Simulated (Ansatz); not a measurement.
# C3H7NO2Si: the cost of one run

All numbers below are computed with Ansatz 0.2.0 (RKS B3LYP-D4/def2-SVP).

**1. Starting point**

Bond lengths: N1–Si2 1.698 Å, Si2–C3 1.888 Å, C3–C4 1.428 Å, C4–C5 1.372 Å, C5–O6 1.359 Å, Si2–O7 1.659 Å, C5–O7 1.418 Å, N1–H8 0.996 Å, N1–H9 1.096 Å, Si2–H10 1.485 Å, C3–H11 1.099 Å, C3–H12 1.102 Å, C4–H13 1.102 Å, O6–H14 0.986 Å. Angles (14 of 23 angles, heavy atoms first): N1–Si2–C3 112.8°, N1–Si2–O7 108.6°, C3–Si2–O7 96.4°, Si2–C3–C4 101.4°, C3–C4–C5 117.0°, C4–C5–O6 125.4°, C4–C5–O7 116.3°, O6–C5–O7 118.3°, Si2–O7–C5 108.8°, N1–Si2–H10 109.4°, C3–Si2–H10 116.9°, O7–Si2–H10 112.0°, Si2–N1–H8 106.4°, Si2–N1–H9 107.2°.

Structure file:

```xyz
14

N     0.1736    0.2810    2.3325
Si    0.7008    0.5867    0.7478
C     1.0191   -0.9935   -0.2350
C     0.0200   -0.9009   -1.2509
C    -0.8489    0.1580   -1.1740
O    -1.8871    0.3874   -2.0210
O    -0.5953    1.1049   -0.1494
H    -0.6929   -0.2027    2.2513
H    -0.1499    1.2379    2.7570
H     1.7947    1.5912    0.7774
H     2.0226   -0.9748   -0.6821
H     0.9689   -1.8856    0.4098
H    -0.2361   -1.6455   -2.0221
H    -2.3027    1.2267   -1.7125
```

**2. Relaxing end A**

File input.yaml:

```yaml
crystal:
  periodic: [false, false, false]
  atoms:
    - { symbol: "N", position_ang: [0.1736, 0.281, 2.3325] }
    - { symbol: Si, position_ang: [0.7008, 0.5867, 0.7478] }
    - { symbol: C, position_ang: [1.0191, -0.9935, -0.235] }
    - { symbol: C, position_ang: [0.02, -0.9009, -1.2509] }
    - { symbol: C, position_ang: [-0.8489, 0.158, -1.174] }
    - { symbol: O, position_ang: [-1.8871, 0.3874, -2.021] }
    - { symbol: O, position_ang: [-0.5953, 1.1049, -0.1494] }
    - { symbol: H, position_ang: [-0.6929, -0.2027, 2.2513] }
    - { symbol: H, position_ang: [-0.1499, 1.2379, 2.757] }
    - { symbol: H, position_ang: [1.7947, 1.5912, 0.7774] }
    - { symbol: H, position_ang: [2.0226, -0.9748, -0.6821] }
    - { symbol: H, position_ang: [0.9689, -1.8856, 0.4098] }
    - { symbol: H, position_ang: [-0.2361, -1.6455, -2.0221] }
    - { symbol: H, position_ang: [-2.3027, 1.2267, -1.7125] }
basis:
  gaussian: { orbitals: def2-SVP }
hamiltonian:
  xc: b3lyp
  dispersion: d4
relax:
  f_tol: 0.015
  max_steps: 40
output:
  orbitals: {}
```

The run is started by

```
$ ansatz run input.yaml --threads 2 --pin off --max-ram 3072MiB --backend cpu --events-out ev --progress --plain --runs-dir out
```

What time and memory should one allow on 2 threads of Intel Xeon 6975P-C (Granite Rapids), shared host?

About 32 s, with a peak of 0.42 GiB.
